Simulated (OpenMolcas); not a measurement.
# Au³⁺ among point charges: CASSCF and CASPT2 levels and susceptibility

Aim: the splitting of the states of Au³⁺ in the field of 4 point charges, its lowest levels with spin-orbit coupling and its magnetic susceptibility.

Program: OpenMolcas 26.06. Level of theory: state-averaged CASSCF and CASPT2, spin-orbit coupling by RASSI with atomic mean-field integrals. These are calculated values, not measurements, unless marked.

## 1. The system

| Property | Result |
| --- | --- |
| Species | Au³⁺ (gold, Z = 79, 76 electrons) |
| Basis | ANO-RCC-VDZP [7s6p4d2f], 59 functions |
| Scalar Hamiltonian | DKH2, point nucleus |
| Inactive shells | 1s 2s 2p 3s 3p 3d 4s 4p 4d 4f 5s 5p |
| Active space | 8 electrons in 5 orbitals (5d) |
| Some configurations of this space | 5d8 |
| Orbitals | optimised for each spin and parity, averaged over all roots |

The outer shells:

5d8
```
5d [↑↓][↑↓][↑↓][↑ ][↑ ]
```

The ion sits among 4 point charges of -1.25 e arranged as a tetrahedron (Td), 2.05 Å from the ion.

The work runs as a chain of OpenMolcas steps in one folder; each step below is one input file. Labels, J, g values, rates, χT and fits are worked out afterwards by a script from the matrices that RASSI stores.

## 2. GATEWAY and SEWARD: basis and integrals

Input file a.inp:

```
&GATEWAY
Coord
1

Au 0.0 0.0 0.0
Basis=ANO-RCC-VDZP
Group=NoSym
NoMove
AngMom=0.0 0.0 0.0
AMFI
XField
4 Angstrom 0
1.183568 1.183568 1.183568 -1.250000
1.183568 -1.183568 -1.183568 -1.250000
-1.183568 1.183568 -1.183568 -1.250000
-1.183568 -1.183568 1.183568 -1.250000
&SEWARD
```

Command:

```sh
$ OMP_NUM_THREADS=1 MOLCAS_MEM=1689 MOLCAS_PROJECT=a pymolcas a.inp > a.log
```

## 3. Reference wave functions, triplets, 10 roots

Input file a.inp:

```
&RASSCF
FileOrb=start.orb
Symmetry=1
Spin=3
nActEl=8 0 0
Inactive=34
Ras2=5
CIRoot=10 10 1
SDav=10
CIMx=300
Iter=120 100
PrWF=0.3
OrbListing=Nothing
MaxOrb=0
>>> COPY $Project.JobIph JOB001
```

start.orb holds the contracted functions of the basis, ordered by shell, or the orbitals of the step before.

## 4. CASSCF: singlets, 15 roots

Input file a.inp:

```
&RASSCF
FileOrb=start.orb
Symmetry=1
Spin=1
nActEl=8 0 0
Inactive=34
Ras2=5
CIRoot=15 15 1
SDav=15
CIMx=300
Iter=120 100
PrWF=0.3
OrbListing=Nothing
MaxOrb=0
>>> COPY $Project.JobIph JOB002
```

## 5. State interaction with spin-orbit coupling

Input file a.inp:

```
&RASSI
NrOfJobIphs=2 10 15
1 2 3 4 5 6 7 8 9 10
1 2 3 4 5 6 7 8 9 10 11 12 13 14 15
IphNames
JOB001
JOB002
EJob
SpinOrbit
DIPRint=1.0
SOCoupling=1000.0
Subsets=2
Property=9
'ANGMOM' 1 'ANGMOM' 2 'ANGMOM' 3 'MLTPL  1' 1 'MLTPL  1' 2 'MLTPL  1' 3
'AMFI' 1 'AMFI' 2 'AMFI' 3
SOProperty=3
'ANGMOM' 1 'ANGMOM' 2 'ANGMOM' 3
```

## 6. CASPT2: IPEA 0.25, imaginary shift 0.1 (closed shells correlated: 4f 5s 5p)

Input file a.inp:

```
>>> COPY JOB001 $Project.JobIph
&CASPT2
Multistate=10 1 2 3 4 5 6 7 8 9 10
NoMult
Frozen=23
IPEA=0.25
Imaginary=0.1
MaxIter=60
WThr=0.0 0.3 0.05
PrWF=0.5
NoMix
>>> COPY JOB002 $Project.JobIph
&CASPT2
Multistate=15 1 2 3 4 5 6 7 8 9 10 11 12 13 14 15
NoMult
Frozen=23
IPEA=0.25
Imaginary=0.1
MaxIter=60
WThr=0.0 0.3 0.05
PrWF=0.5
NoMix
```

(Steps that only read results are left out.)

Before running it: what results should come out? Wanted: spin-free ground state; first state of the same spin within the active space; lowest level; next level.

As calculated:

```
                                            quantity                                                                           value
                                              method  SS-CASPT2, IPEA 0.25, imaginary shift 0.1 (closed shells correlated: 4f 5s 5p)
                              spin-free ground state                                                 3T1, 3-fold in its orbital part
first state of the same spin within the active space                                                                3T2 at 1760 cm⁻¹
                                        lowest level                                                                       1-fold A1
                                          next level                                                                      593.0 cm⁻¹
                                         χT at 300 K                                                                  2.43 cm³ K/mol
                           effective moment at 300 K                                                                         4.41 μB
```

Cost by method:

```csv
method,time of its own steps,time with the reference
A. CASSCF,6 s,6 s
"B. SS-CASPT2, IPEA 0.25, imaginary shift 0.1, +4f 5s 5p",5.4 s,11 s
```

Times are of one thread on a shared host.

In words: The spin-free ground state (3T1) comes to 100 % from free-ion F terms and keeps the highest spin of the shell. χT at 300 K is 2.43, against 1.00 cm³ K/mol for the spin alone, so orbital moment adds to it. A ligand-field fit to the states below 45000 cm-1 gives 10Dq = -2664 cm-1, B = 828 cm-1 and C = 3274 cm-1 (C/B = 3.95), with a deviation of 401 cm-1. CASPT2 does not keep the components of a term degenerate, and the means are used. The field of point charges can differ much from that of real complexes. Point charges carry no covalency, so the field is a model and not that of real ligands.
